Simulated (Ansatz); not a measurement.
## C3H4BCl2, SMILES ClB(Cl)[C]1CC1: a comparison of dispersion corrections, step by step

Program: Ansatz's Python interface.

Typed at the interpreter:
```pycon
>>> from dataclasses import dataclass
>>> import ansatz as az
>>> @dataclass(frozen=True)
... class Settings:
...     basis_set: str = "def2-SVP"
...
>>> cfg = Settings()
>>> c3h4bcl2 = (
...     az.Crystal.molecule()
...     .atom("Cl", (1.8629, -1.7725, -0.0137))
...     .atom("B", (1.5127, -0.0194, 0.4659))
...     .atom("Cl", (2.9391, 1.0913, 0.8207))
...     .atom("C", (0.0284, 0.5784, 0.6111))
...     .atom("C", (-1.1008, -0.4113, 0.3415))
...     .atom("C", (-0.7094, 0.5926, -0.7226))
...     .atom("H", (-0.8396, -1.458, 0.0819))
...     .atom("H", (-2.0562, -0.1603, 0.8477))
...     .atom("H", (-0.2007, 0.135, -1.6))
...     .atom("H", (-1.4363, 1.4243, -0.8324))
... )
>>> calc = (
...     c3h4bcl2.calculation()
...     .basis(gaussian=cfg.basis_set)  # atom-centred Gaussian functions
...     .spin("collinear", total=1)  # two spin channels
... )
>>> for name in ["pbe0", "revpbe"]:
...     for correction in ("d3bj", "d4"):
...         r = calc.functional(name, dispersion=correction).run().report
...         print(f"{name:8s} {correction:5s} total {r['free_energy_ev']:.5f} eV, of which dispersion {1000 * r['dispersion']['energy']['ev']:.2f} meV")
...
pbe0     d3bj  total -28873.72359 eV, of which dispersion -235.29 meV
pbe0     d4    total -28873.71635 eV, of which dispersion -228.05 meV
revpbe   d3bj  total -28881.46849 eV, of which dispersion -658.85 meV
revpbe   d4    total -28881.61762 eV, of which dispersion -807.98 meV
```

Total energies depend on the basis set; only differences at equal settings carry meaning. The geometry is a force-field or estimated start, not a minimum of this method, and the basis set is short of its limit. D4 holds the three-body term, and d3bj doesn't. The run takes the species as open-shell (spin multiplicity 2), which needn't be its ground state. Wall time of the script: 33 s on 1 thread of Arm Neoverse V1, on a shared host, peak memory 0.41 GiB.
